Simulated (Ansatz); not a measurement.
**Ir: stress in a strained cell**

Aim: deform Ir (equal xy, yz and zx engineering shear strains of -1 %) and compute stress, forces and field gradients with LAPW, PAW and all-electron datasets made for the crystal.

Method: DFT PBEsol, scalar-relativistic, in Ansatz 0.2.0.

**1. The starting structure**

Symmetry: Fm-3m, No. 225, cubic system. Conventional cell: a = 3.839 Å, b = 3.839 Å, c = 3.839 Å, α = 90.00°, β = 90.00°, γ = 90.00°. Around Ir (site symmetry m-3m) lie 12 Ir at 2.71 Å.

Structure file:

```
Ir
1.0
     0.00000    1.91970    1.91970
     1.91970    0.00000    1.91970
     1.91970    1.91970    0.00000
Ir
1
Direct
  0.00000 0.00000 0.00000
```

**2. After the deformation**

Space group Fm-3m before, R-3m after.

**3. Full-potential LAPW**

File input.yaml:

```yaml
crystal:
  lattice:
    - [-0.019197, 1.9101015, 1.9101015]
    - [1.9101015, -0.019197, 1.9101015]
    - [1.9101015, 1.9101015, -0.019197]
  atoms:
    - { symbol: Ir, position: [0.0, 0.0, 0.0] }
kpoints:
  mp_grid: { grid: [15, 15, 15] }
  band_path:
    path:
      - [0.0, 0.0, 0.0]
      - [0.5, 0.5, 0.5]
      - [0.2525443832, 0.5, 0.7474556168]
      - [-0.2525443832, 0.2525443832, 0.5]
      - [0.0, 0.0, 0.5]
      - [0.0, 0.0, 0.0]
      - [-0.3762721916, 0.0, 0.3762721916]
      - [0.0, 0.3762721916, 0.6237278084]
      - [0.0, 0.5, 0.5]
    npoints: 5
scf:
  occupations: { method: fermi_dirac, width: 0.05 }
hamiltonian:
  xc: pbesol
  pseudopotentials: { kind: all_electron, lapw: { basis_error: 0.0005 } }
output:
  forces: true
  stress: true
  eigenvalues: true
```

On the command line:

```bash
$ ansatz run input.yaml --threads 1 --pin off --max-ram 3072MiB --backend cpu --events-out ev --progress --plain --runs-dir out
```

Output, cut to the lines that bear on the results:

```text
LAPW: plane waves up to 8.994 Å⁻¹, error target 5.0e-4 eV per atom; small_component_spin mean_spin; Ir in spheres of 1.351 Å, 41 of its electrons in bands, Dirac shells []
[...]
Pseudopotentials: kind: all_electron
Pseudopotential: Ir, LAPW, valence charge 41, Koelling and Harmon's equation, gaussian nucleus
Functional definition: PBEsol
[...]
Crystal: 1 atoms, lattice volume = 14.148 Å³
Basis set: ecut = 308.18290196067636 eV, 169 PW (Γ), exchange–correlation at level 2
Bands: 25, of which v1, the nominal top of the filled ones, is band 21 counted from 1 (20 counted from 0)
Symmetry: 12 space group operations
Space group: R-3m (ITA 166), of the structure as read, at distance tolerance 2.4e-5 Å
k-points: 344 of 3375
[...]
SCF iter   1: F=—  HF=-484889.820339 eV  |F-HF|=—  |Δ(HF+E_count)|=         —  Δρ=1.89e-2  dr2=2.04e-2  ethr=4.93e-5  ⟨swp⟩=3.2  Hψ=55794  notcnv=0
[...]
the basis was enlarged: its passes take 1022.2 KiB over the memory plan, 1 of 1 planned eigensolver slots
[...]
SCF iter   6: F=-484889.731369 eV  HF=-484889.731369 eV  |F-HF|=5.12e-9  |Δ(HF+E_count)|=   1.09e-6  Δρ=1.94e-5  dr2=2.66e-8  ethr=1.10e-8  ⟨swp⟩=2.0  Hψ=24919  notcnv=0
[...]
NSCF: frozen V_eff on 41 k-points
SCF converged after 6 iterations
Free energy (F): -484889.731369 eV
[...]
E sigma→0 (E₀):  -484889.727465 eV
Entropy (-TS):   -0.007809 eV (-7.809 meV/atom)
Fermi energy:    31.878238 eV
[...]
--- Forces (eV/Å), atoms counted from 1 ---
  atom   1  Ir     0.00000000     0.00000000    -0.00000000
[...]
--- Stress (GPa, compression-positive) ---
       -2.680526       2.741945       2.741945
        2.741945      -2.680526       2.741945
        2.741945       2.741945      -2.680526
  P = ⅓ Tr σ = -2.6805 GPa (-26.805 kbar)
--- Band table (eV; the first three rows and the last of 344) ---
  k-point 0: bands = ["-253.5341", "-253.5308", "-253.5308", "-253.4901", "-253.4901", "-61.0783", "-25.4365", "-25.3975", "-25.3975", "-25.3908", "-25.3808", "-25.3808", "-25.3769", "-17.5270", "-17.5270", "-17.5136", "20.6520", "27.8419", "27.8419", "28.0831", "30.6448", "30.6448", [...]
[...]
```

Wall time 22 s (1 thread of Intel Xeon 6975P-C (Granite Rapids), shared host); peak memory 0.65 GiB.

In short: pressure -2.68 GPa; no gap.

**4. PAW with frozen cores**

File input.yaml:

```yaml
crystal:
  lattice:
    - [-0.019197, 1.9101015, 1.9101015]
    - [1.9101015, -0.019197, 1.9101015]
    - [1.9101015, 1.9101015, -0.019197]
  atoms:
    - { symbol: Ir, position: [0.0, 0.0, 0.0] }
kpoints:
  mp_grid: { grid: [15, 15, 15] }
scf:
  occupations: { method: fermi_dirac, width: 0.05 }
hamiltonian:
  xc: pbesol
  pseudopotentials: { kind: paw }
output:
  forces: true
  stress: true
  eigenvalues: true
  efg: { contact_densities: true }
```

On the command line:

```bash
$ ansatz run input.yaml --threads 1 --pin off --max-ram 3072MiB --backend cpu --events-out ev --progress --plain --runs-dir out
```

Output, cut to the lines that bear on the results:

```text
Ir: output.efg is read without spin–orbit coupling, which moves field gradients at and beside such atoms by some per cent and up to a factor of two; PAW files take it under magnetization.noncollinear and magnetization.spin_orbit
[...]
Pseudopotentials: kind: paw
Pseudopotential: Ir, paw, valence charge 17, recommended cutoff 420 eV (normal)
[... 1 set-up line as earlier in the session ...]
[...]
Crystal: 1 atoms, lattice volume = 14.148 Å³
Basis set: ecut = 420 eV, 283 PW (Γ), exchange–correlation on 40×40×40 points (8 copies of the dense FFT grid, shifted against one another)
Bands: 13, of which v1, the nominal top of the filled ones, is band 9 counted from 1 (8 counted from 0)
[... 2 set-up lines as earlier in the session ...]
k-points: 344 of 3375
[...]
SCF converged after 6 iterations
Free energy (F): -11799.039890 eV
[...]
E sigma→0 (E₀):  -11799.035985 eV
Entropy (-TS):   -0.007809 eV (-7.809 meV/atom)
Fermi energy:    25.702313 eV
[...]
--- Forces (eV/Å), atoms counted from 1 ---
  atom   1  Ir    -0.00000000    -0.00000000     0.00000000
[...]
--- Stress (GPa, compression-positive) ---
       -2.641403       2.744420       2.744420
        2.744420      -2.641403       2.744420
        2.744420       2.744420      -2.641403
  P = ⅓ Tr σ = -2.6414 GPa (-26.414 kbar)
--- PAW observables at the nuclei: V_zz in 10²¹ V/m², potentials from the cell's mean, atoms counted from 1 ---
  atom   1  Ir V_zz =    -1.746183   η = 0.0000   by run symmetry: allowed
            electrostatic potential = -15798.211296 V   contact ρ = 11152100.838239 e/Å³
--- Band table (eV; the first three rows and the last of 344) ---
  k-point 0: bands = ["-67.2490", "-23.7010", "-23.7010", "-23.6883", "14.4705", "21.6630", "21.6630", "21.9040", "24.4679", "24.4679", "39.2170", "44.5670", "44.5670"]
[...]
```

Run time: 2.5 s. Hardware: 1 thread of Intel Xeon 6975P-C (Granite Rapids), shared host; peak memory 0.44 GiB.

In short: pressure -2.64 GPa; no gap; Vzz Ir -1.75 (η = 0.00) (10²¹ V/m²).

**5. Datasets made for this crystal**

input.yaml: that of step 4 with these lines changed.

```diff
@@ -13,3 +13,3 @@
   xc: pbesol
-  pseudopotentials: { kind: paw }
+  pseudopotentials: { kind: all_electron, datasets: crystal }
 output:
```

On the command line:

```bash
$ ansatz run input.yaml --threads 1 --pin off --max-ram 3072MiB --backend cpu --events-out ev --progress --plain --runs-dir out
```

Output, cut to the lines that bear on the results:

```text
[...]
Ir: output.efg is read without spin–orbit coupling, which moves field gradients at and beside such atoms by some per cent and up to a factor of two; PAW files take it under magnetization.noncollinear and magnetization.spin_orbit
[...]
[... 1 set-up line as earlier in the session ...]
Pseudopotential: Ir, paw, valence charge 17, recommended cutoff 300 eV (normal), Koelling and Harmon's equation, gaussian nucleus
[... 1 set-up line as earlier in the session ...]
[...]
Crystal: 1 atoms, lattice volume = 14.148 Å³
Basis set: ecut = 300 eV, 169 PW (Γ), exchange–correlation on 32×32×32 points (8 copies of the dense FFT grid, shifted against one another)
Bands: 13, of which v1, the nominal top of the filled ones, is band 9 counted from 1 (8 counted from 0)
[... 2 set-up lines as earlier in the session ...]
k-points: 344 of 3375
[...]
In the spheres:  the bands' charges fall short by 3.0e-7 e at most (sound up to 1e-3)
Fermi energy:    31.878181 eV
[...]
  The terms above E_closure are by the made datasets' own strengths, without shells solved beside the bands.
--- Forces (eV/Å), atoms counted from 1 ---
  atom   1  Ir     0.00000000     0.00000000    -0.00000000
[...]
--- Stress (GPa, compression-positive) ---
       -2.677748       2.742128       2.742128
        2.742128      -2.677748       2.742128
        2.742128       2.742128      -2.677748
  P = ⅓ Tr σ = -2.6777 GPa (-26.777 kbar)
--- PAW observables at the nuclei: V_zz in 10²¹ V/m², potentials from the cell's mean, atoms counted from 1 ---
  atom   1  Ir V_zz =    -1.687563   η = 0.0000   by run symmetry: allowed
            electrostatic potential = -15795.243665 V   contact ρ = 11145734.419045 e/Å³
--- Band table (eV; the first three rows and the last of 344) ---
  k-point 0: bands = ["-61.0784", "-17.5271", "-17.5271", "-17.5136", "20.6520", "27.8419", "27.8419", "28.0831", "30.6447", "30.6447", "45.3886"]
[...]
```

It took 10 s on 1 thread of Intel Xeon 6975P-C (Granite Rapids), shared host; peak memory 0.57 GiB.

Result: pressure -2.68 GPa; no gap; Vzz Ir -1.69 (η = 0.00) (10²¹ V/m²).

**6. Stress and forces compared**

Stress (GPa, compression positive):

| method | xx | yy | zz | yz | xz | xy |
| --- | --- | --- | --- | --- | --- | --- |
| LAPW | -2.68 | -2.68 | -2.68 | 2.74 | 2.74 | 2.74 |
| PAW | -2.64 | -2.64 | -2.64 | 2.74 | 2.74 | 2.74 |
| crystal datasets | -2.68 | -2.68 | -2.68 | 2.74 | 2.74 | 2.74 |

| method | pressure (GPa) | Vzz Ir (10²¹ V/m²) | SCF cycles, all passes |
| --- | --- | --- | --- |
| LAPW | -2.68 | – | 6 |
| PAW | -2.64 | -1.75 | 6 |
| crystal datasets | -2.68 | -1.69 | 7 |

**7. Results**

```
                                 quantity                                              value
                                 pressure  LAPW -2.68, PAW -2.64, crystal datasets -2.68 GPa
largest shear or deviatoric stress (LAPW)                                           2.74 GPa
```

The largest part of the stress beyond the pressure is 2.74 GPa in size. No run of the undeformed cell stands beside it, so the pressure holds what the given cell had before the change. PAW: stress within 0.04 GPa of LAPW. Crystal datasets: stress within 0.01 GPa of LAPW. Spin-orbit coupling is left out, though the cell holds Ir; in elements this heavy it can shift bands and gaps by tenths of an eV.
